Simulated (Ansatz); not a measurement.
# C2H8N2Si: the cost of one run

Method: RKS PBE/def2-mTZVP, in Ansatz 0.2.0.

## (1) The starting structure

Bond lengths: N1–C2 1.396 Å, C2–N3 1.457 Å, N3–C4 1.575 Å, C2–Si5 1.907 Å, C4–Si5 1.908 Å, N1–H6 1.055 Å, N1–H7 1.052 Å, C2–H8 1.075 Å, N3–H9 1.049 Å, C4–H10 1.040 Å, C4–H11 1.063 Å, Si5–H12 1.488 Å, Si5–H13 1.515 Å. Angles (14 of 24 angles, heavy atoms first): N1–C2–N3 109.1°, N1–C2–Si5 118.0°, N3–C2–Si5 90.2°, C2–N3–C4 98.4°, N3–C4–Si5 86.7°, C2–Si5–C4 74.0°, N1–C2–H8 115.5°, N3–C2–H8 111.7°, Si5–C2–H8 109.6°, C2–N1–H6 117.4°, C2–N1–H7 111.6°, C2–N3–H9 113.5°, C4–N3–H9 109.7°, N3–C4–H10 113.7°.

Coordinates:

```xyz
13

N    -1.8739    0.0761    0.4528
C    -0.7343   -0.4469   -0.1613
N    -0.0888    0.6014   -0.9411
C     1.4062    0.1437   -0.7505
Si    0.8413   -0.6410    0.8949
H    -1.7654    0.9787    0.9883
H    -2.5937    0.3706   -0.2553
H    -0.8897   -1.3378   -0.7430
H    -0.2178    1.5620   -0.5395
H     2.0786    0.9330   -0.6696
H     1.6414   -0.6046   -1.4685
H     1.3457   -2.0148    1.1628
H     0.8709    0.3450    2.0448
```

## (2) Relaxing end A

input.yaml

```yaml
crystal:
  periodic: [false, false, false]
  atoms:
    - { symbol: "N", position_ang: [-1.8739, 0.0761, 0.4528] }
    - { symbol: C, position_ang: [-0.7343, -0.4469, -0.1613] }
    - { symbol: "N", position_ang: [-0.0888, 0.6014, -0.9411] }
    - { symbol: C, position_ang: [1.4062, 0.1437, -0.7505] }
    - { symbol: Si, position_ang: [0.8413, -0.641, 0.8949] }
    - { symbol: H, position_ang: [-1.7654, 0.9787, 0.9883] }
    - { symbol: H, position_ang: [-2.5937, 0.3706, -0.2553] }
    - { symbol: H, position_ang: [-0.8897, -1.3378, -0.743] }
    - { symbol: H, position_ang: [-0.2178, 1.562, -0.5395] }
    - { symbol: H, position_ang: [2.0786, 0.933, -0.6696] }
    - { symbol: H, position_ang: [1.6414, -0.6046, -1.4685] }
    - { symbol: H, position_ang: [1.3457, -2.0148, 1.1628] }
    - { symbol: H, position_ang: [0.8709, 0.345, 2.0448] }
basis:
  gaussian: { orbitals: def2-mTZVP }
hamiltonian:
  xc: pbe
relax:
  f_tol: 0.02
  max_steps: 50
```

Command:

```bash
ansatz run input.yaml --threads 2 --pin off --max-ram 3072MiB --backend cpu --events-out ev --progress --plain --runs-dir out
```

Q: Estimate wall time and peak memory on 2 threads of Arm Neoverse V2, shared host.

About 20 s, with a peak of 0.16 GiB.
